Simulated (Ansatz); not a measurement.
**C2H4FNSi: small, medium and large basis sets**

Aim: see how fast density functionals converge with the basis set for C2H4FNSi.

Computed with Ansatz 0.2.0, Gaussian basis. Level: one geometry, several basis sets.

The runs, in order: PBE0-D4/def2-SVP; ωB97M-V/def2-SVP; PBE0-D4/def2-QZVPP; ωB97M-V/def2-QZVPP; the functionals' def2-TZVPP values are taken from earlier runs.

## 1. Structure used throughout

The geometry comes from an earlier relaxation with PBE0-D4 in a triple-zeta def2 set; it is a stationary point, not always the lowest conformer.

9 atoms, charge 0, spin multiplicity 1.

Atoms are counted from 1 here; the program's logs count them from 0.

Bond lengths: N1–C2 1.218 Å, N1–H6 1.020 Å, C2–C3 1.315 Å, C3–F4 1.361 Å, C3–Si5 1.859 Å, Si5–H7 1.485 Å, Si5–H8 1.486 Å, Si5–H9 1.483 Å. Angles: C2–N1–H6 116.1°, N1–C2–C3 173.0°, C2–C3–F4 118.8°, C2–C3–Si5 122.5°, F4–C3–Si5 118.6°, C3–Si5–H7 110.3°, C3–Si5–H8 110.4°, C3–Si5–H9 106.4°, H7–Si5–H8 108.8°, H7–Si5–H9 110.6°, H8–Si5–H9 110.4°.

## 2. PBE0-D4 in def2-SVP

The input, in.yaml:

```yaml
crystal:
  periodic: [false, false, false]
  atoms:
    - {symbol: N, position_ang: [1.052553, 2.214208, -0.091283]}
    - {symbol: C, position_ang: [0.660828, 1.109399, -0.421222]}
    - {symbol: C, position_ang: [0.329814, -0.141225, -0.657838]}
    - {symbol: F, position_ang: [0.652580, -0.689496, -1.861287]}
    - {symbol: Si, position_ang: [-0.580646, -1.185976, 0.580843]}
    - {symbol: H, position_ang: [0.427500, 2.992584, -0.298923]}
    - {symbol: H, position_ang: [0.222986, -2.384205, 0.932622]}
    - {symbol: H, position_ang: [-1.884743, -1.630826, 0.025601]}
    - {symbol: H, position_ang: [-0.792369, -0.330762, 1.774387]}
basis:
  gaussian: {orbitals: def2-SVP}
hamiltonian: {xc: pbe0, dispersion: d4}
output: {orbitals: {seedname: orbitals}}
```

Launch:

```bash
$ ansatz run in.yaml --threads 2 --pin off --events-out ev --progress --plain --max-ram 4352MiB
```

Output:

```text
Functional definition: PBE0
  name "PBE0"
  cite "Adamo & Barone, J. Chem. Phys. 110, 6158 (1999) doi:10.1063/1.478522"
  cite "Perdew, Burke & Ernzerhof, Phys. Rev. Lett. 77, 3865 (1996) doi:10.1103/PhysRevLett.77.3865"
  parent pbe
  parameter a = 0.25
  parameter kappa = 0.804
  parameter beta = 0.06672455060314922
  exchange = (1 - a)*pbe_x(kappa = kappa, mu = beta*pi^2/3) + a*exact_x
  correlation = pbe_c(beta = beta)
1064 factors; their error is unknown
mean field evaluation 1: about -14201.0033 eV, gradient 3.6e1 eV
mean field evaluation 2: about -14199.5665 eV, gradient 4.4e1 eV
mean field evaluation 4: about -14203.8280 eV, gradient 1.9e0 eV
mean field evaluation 8: about -14203.8346 eV, gradient 5.1e-2 eV
mean field evaluation 16: about -14203.8840 eV, gradient 1.4e-5 eV
mean field -14203.88403736 eV, -521.9831106347 hartree, gradient 1.4e-5 eV, S^2 0.000000; 0 other end points of the search recorded, 0 dependent functions left out
reference -14203.88406095 eV, -521.9831115014 hartree; 23, 23 occupied and 71, 71 virtual orbitals, 1064 factors
Total energy: -14204.03030246 eV, -521.9884857778 hartree
```

Wall time 1.3 s (2 threads of Arm Neoverse V1, shared host).

## 3. ωB97M-V in def2-SVP

in.yaml, as its differences from that of step 2:

```diff
@@ -14,3 +14,3 @@
   gaussian: {orbitals: def2-SVP}
-hamiltonian: {xc: pbe0, dispersion: d4}
+hamiltonian: {xc: {name: wB97M-V}}
 output: {orbitals: {seedname: orbitals}}
```

Same command.

Output, cut to the lines that bear on the results:

```text
Functional definition: wB97M-V
  name "wB97M-V"
  cite "Mardirossian & Head-Gordon, J. Chem. Phys. 144, 214110 (2016) doi:10.1063/1.4952647"
  cite "Becke, J. Chem. Phys. 107, 8554 (1997) doi:10.1063/1.475007"
  cite "Vydrov & Van Voorhis, J. Chem. Phys. 133, 244103 (2010) doi:10.1063/1.3521275"
  # Of w^i u^j: cxij and so on, Table III.
[...]
  gx(w, u) = 1 - cx + cx01*u + cx10*w
  gss(w, u) = css00 + css04*u^4 + css10*w + css20*w^2 + css43*w^4*u^3
  gos(w, u) = cos00 + cos10*w + (cos20 + cos21*u)*w^2 + (cos60 + cos61*u)*w^6
[...]
      + integral(e_c_pw_mod_opposite_spin*gos(b97_w_opposite, b97_u_opposite)) + vv10(b, c)
1064 factors; their error is unknown
264 factors; integrals over basis functions are off by at most 1.0e-5 eV
[...]
mean field -14211.24123796 eV, -522.2534827699 hartree, gradient 3.1e-5 eV, S^2 0.000000; 0 other end points of the search recorded, 0 dependent functions left out
reference -14211.24127592 eV, -522.2534841646 hartree; 23, 23 occupied and 71, 71 virtual orbitals, 1064 factors
Total energy: -14211.24127592 eV, -522.2534841646 hartree
```

It took 5.5 s on 2 threads of Arm Neoverse V1, shared host.

## 4. PBE0-D4 in def2-QZVPP

in.yaml, as its differences from that of step 3:

```diff
@@ -13,4 +13,4 @@
 basis:
-  gaussian: {orbitals: def2-SVP}
-hamiltonian: {xc: {name: wB97M-V}}
+  gaussian: {orbitals: "def2-QZVPP.json"}
+hamiltonian: {xc: pbe0, dispersion: d4}
 output: {orbitals: {seedname: orbitals}}
```

Same command.

Output:

```text
Functional definition: PBE0
  name "PBE0"
  cite "Adamo & Barone, J. Chem. Phys. 110, 6158 (1999) doi:10.1063/1.478522"
  cite "Perdew, Burke & Ernzerhof, Phys. Rev. Lett. 77, 3865 (1996) doi:10.1103/PhysRevLett.77.3865"
  parent pbe
  parameter a = 0.25
  parameter kappa = 0.804
  parameter beta = 0.06672455060314922
  exchange = (1 - a)*pbe_x(kappa = kappa, mu = beta*pi^2/3) + a*exact_x
  correlation = pbe_c(beta = beta)
1329 factors; their error is unknown
mean field evaluation 1: about -14210.3437 eV, gradient 4.7e1 eV
mean field evaluation 2: about -14208.9546 eV, gradient 5.2e1 eV
mean field evaluation 4: about -14214.6750 eV, gradient 3.8e0 eV
mean field evaluation 8: about -14214.7181 eV, gradient 3.0e-1 eV
mean field evaluation 16: about -14214.7181 eV, gradient 3.6e-5 eV
mean field -14214.71813287 eV, -522.3812563011 hartree, gradient 3.6e-5 eV, S^2 0.000000; 0 other end points of the search recorded, 0 dependent functions left out
reference -14214.71817169 eV, -522.3812577274 hartree; 23, 23 occupied and 395, 395 virtual orbitals, 1329 factors
Total energy: -14214.86441320 eV, -522.3866320039 hartree
```

It took 10 s on 2 threads of Arm Neoverse V1, shared host; peak memory 1.1 GiB.

## 5. ωB97M-V in def2-QZVPP

in.yaml, as its differences from that of step 4:

```diff
@@ -14,3 +14,3 @@
   gaussian: {orbitals: "def2-QZVPP.json"}
-hamiltonian: {xc: pbe0, dispersion: d4}
+hamiltonian: {xc: {name: wB97M-V}}
 output: {orbitals: {seedname: orbitals}}
```

Launched as before.

Output, cut to the lines that bear on the results:

```text
Functional definition: wB97M-V
  name "wB97M-V"
  cite "Mardirossian & Head-Gordon, J. Chem. Phys. 144, 214110 (2016) doi:10.1063/1.4952647"
  cite "Becke, J. Chem. Phys. 107, 8554 (1997) doi:10.1063/1.475007"
  cite "Vydrov & Van Voorhis, J. Chem. Phys. 133, 244103 (2010) doi:10.1063/1.3521275"
  # Of w^i u^j: cxij and so on, Table III.
[...]
  gx(w, u) = 1 - cx + cx01*u + cx10*w
  gss(w, u) = css00 + css04*u^4 + css10*w + css20*w^2 + css43*w^4*u^3
  gos(w, u) = cos00 + cos10*w + (cos20 + cos21*u)*w^2 + (cos60 + cos61*u)*w^6
[...]
      + integral(e_c_pw_mod_opposite_spin*gos(b97_w_opposite, b97_u_opposite)) + vv10(b, c)
1309 factors; their error is unknown
314 factors; integrals over basis functions are off by at most 9.2e-6 eV
[...]
mean field -14222.28507538 eV, -522.6593363093 hartree, gradient 8.1e-5 eV, S^2 0.000000; 0 other end points of the search recorded, 0 dependent functions left out
reference -14222.28513797 eV, -522.6593386092 hartree; 23, 23 occupied and 395, 395 virtual orbitals, 1309 factors
Total energy: -14222.28513797 eV, -522.6593386092 hartree
```

Wall time 24 s (2 threads of Arm Neoverse V1, shared host); peak memory 1.4 GiB.

## 6. Functionals by basis

The def2-TZVPP values come from earlier runs at the same geometry.

```
functional       basis  functions  energy (eV)  from the largest (eV)  HOMO (eV)  LUMO (eV)
   PBE0-D4    def2-SVP         94  -14204.0303                 10.834      -6.79      -1.19
   PBE0-D4  def2-TZVPP        222  -14214.2600                  0.604      -6.95      -1.39
   PBE0-D4  def2-QZVPP        418  -14214.8644                  0.000      -6.98      -1.45
   ωB97M-V    def2-SVP         94  -14211.2413                 11.044      -8.91       1.12
   ωB97M-V  def2-TZVPP        222  -14221.7248                  0.560      -9.12       0.83
   ωB97M-V  def2-QZVPP        418  -14222.2851                  0.000      -9.15       0.70
```

## 7. Results

```
                                       quantity           value
PBE0-D4: double and triple zeta above quadruple  10.83, 0.60 eV
ωB97M-V: double and triple zeta above quadruple  11.04, 0.56 eV
```

PBE0-D4 gains 10.23 eV from double to triple zeta, then 0.60 eV more. Total energies overstate the basis error of differences, where much of it tends to cancel.

For PBE0-D4 the largest set took about 8 times as long as the smallest (10 s against 1.3 s).
